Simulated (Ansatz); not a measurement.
## AlClH5SbSi, SMILES [SiH3][AlH][SbH][Cl]: a rigid scan of one bond length

Run with Ansatz's Python interface.

`scan_alclh5sbsi.py`:
```python
import logging
import sys

import ansatz
from ase import Atoms
import numpy as np

logging.basicConfig(stream=sys.stdout, format="%(levelname)s %(message)s")
log = logging.getLogger("run")
log.setLevel(logging.INFO)

atoms = Atoms(["Si", "Al", "Sb", "Cl", "H", "H", "H", "H", "H"], positions=[
    [-1.1363, 0.9692, 0.3777],
    [-0.4415, -1.0039, -0.6078],
    [2.1135, -1.5531, -0.6472],
    [2.457, -0.8088, 1.6393],
    [-0.0226, 1.7583, 0.8503],
    [-1.8914, 1.8309, -0.6461],
    [-2.068, 0.7143, 1.4846],
    [-1.4494, -2.0123, -1.2379],
    [2.5272, 0.0591, -1.2299],
])
system = ansatz.Crystal.molecule_from_ase(atoms)

symbols = [site.symbol for site in system.cartesian_sites]
start = np.array([site.position_ang for site in system.cartesian_sites])
axis = (start[6] - start[0]) / np.linalg.norm(start[6] - start[0])
moving = [6]
lengths, energies = [1.25, 1.35, 1.47, 1.62, 1.84, 2.2, 2.64, 3.23], []
for length in lengths:
    xyz = start.copy()
    xyz[moving] += (length - np.linalg.norm(start[6] - start[0])) * axis
    point = ansatz.Crystal.molecule()
    for symbol, xyz in zip(symbols, xyz):
        point = point.atom(symbol, xyz.tolist())
    job = (
        point.calculation()
        .basis(gaussian="def2-SVP")
        .functional("b3lyp")
        .spin("collinear")
    )
    data = job.run(threads=1).report
    energies.append(data["free_energy_ev"])
    log.info(f"r = {length:6.3f} A  E = {energies[-1]:.5f} eV  <S^2> = {abs(data['mean_field']['state']['spin_squared']):.3f}")

print("energy above the lowest point (eV):", [round(e - min(energies), 3) for e in energies])
```

```console
$ python scan_alclh5sbsi.py
INFO r =  1.250 A  E = -33611.04022 eV  <S^2> = 0.000
INFO r =  1.350 A  E = -33611.58135 eV  <S^2> = 0.000
INFO r =  1.470 A  E = -33611.81123 eV  <S^2> = 0.000
INFO r =  1.620 A  E = -33611.71248 eV  <S^2> = 0.000
INFO r =  1.840 A  E = -33611.19277 eV  <S^2> = 0.000
INFO r =  2.200 A  E = -33610.08787 eV  <S^2> = 0.000
INFO r =  2.640 A  E = -33608.92554 eV  <S^2> = 0.250
INFO r =  3.230 A  E = -33608.30024 eV  <S^2> = 0.815
energy above the lowest point (eV): [0.771, 0.23, 0.0, 0.099, 0.618, 1.723, 2.886, 3.511]
```

Reading the output:
- These settings explore the input space; basis and method may be short of convergence.
- The rest of the molecule is held rigid at a force-field or estimated start geometry, and the basis set is modest; single-reference methods fail as a bond breaks.
- def2 sets replace the cores of elements past krypton by effective core potentials.
- The expectation value of S² is noticeably off S(S+1) in at least one run, so that state is spin-contaminated.
- b3lyp holds the VWN-RPA fit, as in Gaussian; the form of ORCA and Turbomole is b3lyp5.
- Hardware and time: 49 s on 1 thread of Intel(R) Xeon(R) 6975P-C (Granite Rapids) (shared host), peak memory 0.44 GiB.

(Lines on the test bed's own set-up are left out of the output.)
